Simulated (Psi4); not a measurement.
**BNH2Cl2 (SMILES NB(Cl)Cl) at wB97X-V/def2-SVPD**

What is the vertical ionisation energy of BNH2Cl2 at wB97X-V/def2-SVPD? 

The results are computed with Psi4 1.11.

### Step 1. The system as given

BNH2Cl2 has 6 atoms, charge 0, and is taken as a singlet. As SMILES, `NB(Cl)Cl`. Geometry: relaxed at PBE0-D4/def2-TZVP.

Bond lengths: N1–B2 1.384 Å, B2–Cl3 1.761 Å, B2–Cl4 1.761 Å, N1–H5 1.005 Å, N1–H6 1.005 Å. Angles: N1–B2–Cl3 120.3°, N1–B2–Cl4 120.3°, Cl3–B2–Cl4 119.5°, B2–N1–H5 122.3°, B2–N1–H6 122.3°, H5–N1–H6 115.3°.

### Step 2. The energy at wB97X-V/def2-SVPD

input.inp

```
memory 1.6 GB

molecule {
  0 1
  N      0.479500     0.537500     0.353200
  B     -0.329000    -0.400500    -0.264400
  Cl    -2.038200    -0.065500    -0.525000
  Cl     0.342900    -1.939100    -0.796300
  H      1.458300     0.378700     0.517300
  H      0.128700     1.425000     0.668800
  units angstrom
  symmetry c1
  no_reorient
  no_com
}

set basis def2-SVPD
set puream true
set e_convergence 1e-09
set d_convergence 1e-08
set scf_type pk
set dft_radial_points 99
set dft_spherical_points 590

energy("wb97x-v")
```

Launch:

```
psi4 -i input.inp -o input.out -n 1
```

input.out (excerpt; [...] marks lines left out):

```text
[...]
  Running in c1 symmetry.
[...]
  Nuclear repulsion =  182.134356758562689
[...]
  Multiplicity = 1
[...]
  Nalpha       = 24
  Nbeta        = 24
[...]
    Number of basis functions: 110
[...]
   @RKS iter   1: -1000.72767640450718   -2.09952e-01   4.99980e-03 DIIS/ADIIS
[...]
   @RKS iter  11: -1000.85942319453625   -1.96678e-11   6.91993e-09 DIIS
[...]
    Orbital Energies [Eh]
    ---------------------
    Doubly Occupied:
       1A   -101.506621     2A   -101.506581     3A    -14.448040
       4A     -9.568477     5A     -9.568448     6A     -7.328342
       7A     -7.328323     8A     -7.322290     9A     -7.322281
      10A     -7.321143    11A     -7.321130    12A     -6.957035
      13A     -1.035605    14A     -0.974291    15A     -0.954259
      16A     -0.665211    17A     -0.657183    18A     -0.572405
      19A     -0.514334    20A     -0.502860    21A     -0.446307
      22A     -0.432376    23A     -0.417492    24A     -0.409144
[...]
  @RKS Final Energy: -1000.85942319453625
   => Energetics <=
    Nuclear Repulsion Energy =            182.1343567585626886
    One-Electron Energy =               -1741.3239063917412750
    Two-Electron Energy =                 608.9571153165401256
    DFT Exchange-Correlation Energy =     -50.8230126570080927
    Empirical Dispersion Energy =           0.0000000000000000
    VV10 Nonlocal Energy =                  0.1960237791102833
    Total Energy =                      -1000.8594231945362480
[...]
 Multipole Moments:
 ------------------------------------------------------------------------------------
     Multipole            Electronic (a.u.)      Nuclear  (a.u.)        Total (a.u.)
 ------------------------------------------------------------------------------------
 L = 1.  Multiply by 2.5417464519 to convert [e a0] to [Debye]
 Dipole X            :         48.8865624          -48.2288343            0.6577281
 Dipole Y            :         58.4273471          -57.6640479            0.7632992
 Dipole Z            :         38.5343779          -38.0318721            0.5025058
 Magnitude           :                                                    1.1259414
[...]
```

Run time: 44 s. Hardware: 1 thread of AMD EPYC 9R45 (Zen 5), shared host; peak memory 0.68 GiB.

### Step 3. The doublet cation, same level

bcl2h2n.xyz

```xyz
6
BCl2H2N
N      0.479500     0.537500     0.353200
B     -0.329000    -0.400500    -0.264400
Cl    -2.038200    -0.065500    -0.525000
Cl     0.342900    -1.939100    -0.796300
H      1.458300     0.378700     0.517300
H      0.128700     1.425000     0.668800
```

bcl2h2n_ase.py

```python
import numpy as np
from ase.calculators.psi4 import Psi4
from ase.io import read

mol = read('bcl2h2n.xyz')
calc = Psi4(atoms=mol, method='wb97x-v', basis='def2-SVPD', memory='1600MB', num_threads=1, charge=1, multiplicity=2, label='psi4-calc', reference='uks')
calc.psi4.set_options({'puream': True, 'e_convergence': 1e-09, 'd_convergence': 1e-08, 'scf_type': 'pk', 'dft_radial_points': 99, 'dft_spherical_points': 590, 'maxiter': 200})
mol.calc = calc

print(f'energy: {mol.get_potential_energy():.6f} eV')
```

Launch:

```
python bcl2h2n_ase.py
```

psi4-calc.dat (excerpt; [...] marks lines left out):

```text
[...]
  Running in c1 symmetry.
[...]
  Nuclear repulsion =  182.134356758562745
[...]
  Multiplicity = 2
[...]
  Nalpha       = 24
  Nbeta        = 23
[...]
    Number of basis functions: 110
[...]
   @UKS iter   1: -1000.30105631364711    2.16668e-01   4.90119e-03 DIIS/ADIIS
[...]
   @UKS iter  19: -1000.43368446154966    1.31877e-11   7.26275e-09 DIIS
[...]
   @S^2 Observed:                7.581554678E-01
[...]
    Orbital Energies [Eh]
    ---------------------
    Alpha Occupied:
       1A   -101.804498     2A   -101.804452     3A    -14.650066
       4A     -9.862739     5A     -9.862704     6A     -7.626546
       7A     -7.626520     8A     -7.618648     9A     -7.618622
      10A     -7.612943    11A     -7.612921    12A     -7.187788
      13A     -1.276695    14A     -1.235098    15A     -1.210834
      16A     -0.888721    17A     -0.862048    18A     -0.825720
      19A     -0.765985    20A     -0.746993    21A     -0.721404
      22A     -0.711253    23A     -0.695213    24A     -0.621009
    Alpha Virtual:
      25A     -0.137963    26A     -0.104551    27A     -0.073537
[...]
  @UKS Final Energy: -1000.43368446154966
   => Energetics <=
    Nuclear Repulsion Energy =            182.1343567585627454
    One-Electron Energy =               -1728.7729973768002765
    Two-Electron Energy =                 596.6491323387953116
    DFT Exchange-Correlation Energy =     -50.6376397189347927
    Empirical Dispersion Energy =           0.0000000000000000
    VV10 Nonlocal Energy =                  0.1934635368273634
    Total Energy =                      -1000.4336844615496602
[...]
 Multipole Moments:
 ------------------------------------------------------------------------------------
     Multipole            Electronic (a.u.)      Nuclear  (a.u.)        Total (a.u.)
 ------------------------------------------------------------------------------------
 L = 1.  Multiply by 2.5417464519 to convert [e a0] to [Debye]
 Dipole X            :         -2.3330667            2.8383354            0.5052686
 Dipole Y            :         -2.7071734            3.2931553            0.5859819
 Dipole Z            :         -1.7823680            2.1682126            0.3858446
 Magnitude           :                                                    0.8646081
[...]
```

Standard output:

```text
energy: -27223.187180 eV
```

Wall time 92 s (1 thread of AMD EPYC 9R45 (Zen 5), shared host); peak memory 0.68 GiB.

### Step 4. Outcome

Level: wB97X-V/def2-SVPD.

```
                                          quantity           value
                     singlet BNH2Cl2: total energy  -1000.85942 Eh
                    singlet BNH2Cl2: dipole moment          2.86 D
                      singlet BNH2Cl2: HOMO energy       -11.13 eV
                      singlet BNH2Cl2: LUMO energy         1.35 eV
                    singlet BNH2Cl2: HOMO–LUMO gap        12.48 eV
                      doublet cation: total energy  -1000.43368 Eh
doublet cation: HOMO energy (highest over α and β)       -16.85 eV
 doublet cation: LUMO energy (lowest over α and β)       -11.82 eV
                              doublet cation: ⟨S²⟩           0.758
vertical ionisation energy (to the doublet cation)       11.585 eV
```

The vertical ionisation energy comes to 11.58 eV (1118 kJ/mol). The negative HOMO energy of the first species, 11.13 eV, lies 0.45 eV below that difference.
